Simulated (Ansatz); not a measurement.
# HCl + CH2F radical: a complex and its separated parts

Aim: how far the complex at one end of a reaction step lies below its separated, relaxed parts, level by level.

Method: PBE0-D4/def2-TZVP structures, single points in def2-TZVPP, no counterpoise correction; program: Ansatz 0.2.0, Gaussian basis.

Levels: SPW92, PBE-D4, BLYP-D4, r2SCAN-D4, B97M-V, PBE0-D4, B3LYP-D4, r2SCAN0-D4, BHLYP-D4, CAM-B3LYP-D4, wB97X-V, wB97M-V, B2PLYP, PBE-QIDH, RPA on PBE, Hartree-Fock, MP2, CCSD, CCSD(T).

Cores are frozen in the correlated methods. Orbitals are unrestricted. B3LYP uses VWN-RPA correlation. B2PLYP carries no dispersion term here.

92 further runs of the same task are left out: 92 set aside as unsound or not needed.

## Step 1: Starting geometry

The complex: 6 atoms, charge 0, spin multiplicity 2.

Atoms are counted from 1 here; the program's logs count them from 0.

Bond lengths: H1–Cl4 1.304 Å, C2–F3 1.325 Å, C2–H5 1.084 Å, C2–H6 1.084 Å. Angles: F3–C2–H5 114.7°, F3–C2–H6 114.7°, H5–C2–H6 123.3°.

As a file:

```xyz
6
charge 0, multiplicity 2
H    -1.0202    0.0119   -0.6873
C     0.6608    0.0352    0.4374
F     0.8827   -1.2137    0.8193
Cl   -2.0930    0.0964   -1.4245
H     0.2595    0.6811    1.2103
H     1.3103    0.3891   -0.3553
```

Its parts: HCl holds atoms 1, 4; CH2F radical holds atoms 2, 3, 5, 6. Each part counts its atoms afresh in its own runs.

## Step 2: Relaxing HCl alone

Contents of relax-a/in.yaml:

```yaml
crystal:
  periodic: [false, false, false]
  atoms:
    - {symbol: H, position_ang: [-1.020152, 0.011940, -0.687266]}
    - {symbol: Cl, position_ang: [-2.092990, 0.096365, -1.424470]}
basis:
  gaussian: {orbitals: def2-TZVP}
hamiltonian: {xc: pbe0, dispersion: d4}
relax: {f_tol: 0.005, max_steps: 200}
```

On the command line:

```console
$ ansatz run in.yaml --threads 2 --pin off --events-out ev --progress --plain --max-ram 4352MiB
```

Further steps of the session: Relaxing CH2F radical alone; SPW92/def2-TZVPP; PBE-D4/def2-TZVPP; BLYP-D4/def2-TZVPP; r2SCAN-D4/def2-TZVPP; B97M-V/def2-TZVPP; PBE0-D4/def2-TZVPP; B3LYP-D4/def2-TZVPP; r2SCAN0-D4/def2-TZVPP; BHLYP-D4/def2-TZVPP; CAM-B3LYP-D4/def2-TZVPP; wB97X-V/def2-TZVPP; wB97M-V/def2-TZVPP; B2PLYP/def2-TZVPP; PBE-QIDH/def2-TZVPP; RPA on PBE/def2-TZVPP; CCSD(T)/def2-TZVPP; Vibrations of HCl; Vibrations of CH2F radical.

What does the calculation give? Wanted: complex less parts, CCSD(T)/def2-TZVPP; with zero-point energy; largest T1 diagnostic.

**Answer**, as computed:

| quantity | value |
| --- | --- |
| complex less parts, CCSD(T)/def2-TZVPP | -5.9 kJ/mol |
| with zero-point energy | +0.5 kJ/mol |
| largest T1 diagnostic | 0.015 |

In words: At CCSD(T) the complex lies 5.9 kJ/mol below its parts. The functionals run from B2PLYP, off by -1.1 kJ/mol, to SPW92, off by -25.5 kJ/mol, against CCSD(T). Mean unsigned error by rung: LDA 25.5, GGA 11.8, meta-GGA 7.4, hybrid 5.3, range-separated hybrid 3.9, double hybrid 1.4 kJ/mol. PBE-D4 gives a relative energy 13.4 kJ/mol too low, an error of 227 % of the reference. No counterpoise was applied, and triple zeta lacks some correlation, so the CCSD(T) reference has a basis error of its own, and close matches with it are partly luck.
